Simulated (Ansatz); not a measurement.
**FGaH₅NOSi: how energies converge with the basis set**

One table from this session's results is given with a row withheld; the runs are named, their logs left out.

Program: Ansatz 0.2.0, Gaussian basis. Level of theory: one geometry, several basis sets. These are calculated values, not measurements.

Plan: PBE0-D4/def2-SVP; ωB97M-V/def2-SVP; PBE0-D4/def2-QZVPP; ωB97M-V/def2-QZVPP; the functionals' def2-TZVPP values are taken from earlier runs.

## Structure used throughout

An earlier PBE0-D4 in a triple-zeta def2 set relaxation fixed the geometry.

10 atoms, charge 0, spin multiplicity 1.

Atoms are counted from 1 here; the program's logs count them from 0.

Bond lengths: N1–Ga2 1.792 Å, N1–H6 1.005 Å, N1–H7 1.005 Å, Ga2–F3 1.749 Å, Ga2–O4 1.762 Å, O4–Si5 1.636 Å, Si5–H8 1.488 Å, Si5–H9 1.488 Å, Si5–H10 1.485 Å. Angles: Ga2–N1–H6 121.3°, Ga2–N1–H7 121.1°, H6–N1–H7 112.7°, N1–Ga2–F3 120.1°, N1–Ga2–O4 123.4°, F3–Ga2–O4 116.4°, Ga2–O4–Si5 138.0°, O4–Si5–H8 111.1°, O4–Si5–H9 111.1°, O4–Si5–H10 108.0°, H8–Si5–H9 108.5°, H8–Si5–H10 109.0°, H9–Si5–H10 109.0°.

The first run:

The input, in.yaml:

```yaml
crystal:
  periodic: [false, false, false]
  atoms:
    - {symbol: N, position_ang: [-0.091310, 0.513849, 2.571934]}
    - {symbol: Ga, position_ang: [-0.306573, -0.278159, 0.979404]}
    - {symbol: F, position_ang: [-1.077296, -1.844485, 0.874680]}
    - {symbol: O, position_ang: [0.301068, 0.397591, -0.530123]}
    - {symbol: Si, position_ang: [0.373147, -0.025424, -2.108774]}
    - {symbol: H, position_ang: [0.184037, 1.478219, 2.642679]}
    - {symbol: H, position_ang: [-0.589749, 0.192085, 3.383624]}
    - {symbol: H, position_ang: [-0.989523, -0.222622, -2.673538]}
    - {symbol: H, position_ang: [1.147371, -1.282918, -2.292176]}
    - {symbol: H, position_ang: [1.048819, 1.071875, -2.847718]}
basis:
  gaussian: {orbitals: def2-SVP}
hamiltonian: {xc: pbe0, dispersion: d4}
output: {orbitals: {seedname: orbitals}}
```

The run is started by

```
> ansatz run in.yaml --threads 2 --pin off --events-out ev --progress --plain --max-ram 31744MiB --backend cpu
```

Steps of the session up to this table: PBE0-D4 in def2-SVP; ωB97M-V in def2-SVP; PBE0-D4 in def2-QZVPP; ωB97M-V in def2-QZVPP.

One of the session's tables, all rows but one given; the rest of the session is left out.

It belongs to the step «Functionals by basis». 

```
functional       basis  HOMO (eV)
   PBE0-D4    def2-SVP          ?
   PBE0-D4  def2-TZVPP      -8.07
   PBE0-D4  def2-QZVPP      -8.12
   ωB97M-V    def2-SVP     -10.24
   ωB97M-V  def2-TZVPP     -10.46
   ωB97M-V  def2-QZVPP     -10.52
```

**Question.** Estimate the row for PBE0-D4, def2-SVP.

**Answer.** HOMO (eV): -7.86. In the column «HOMO (eV)» it is the highest.
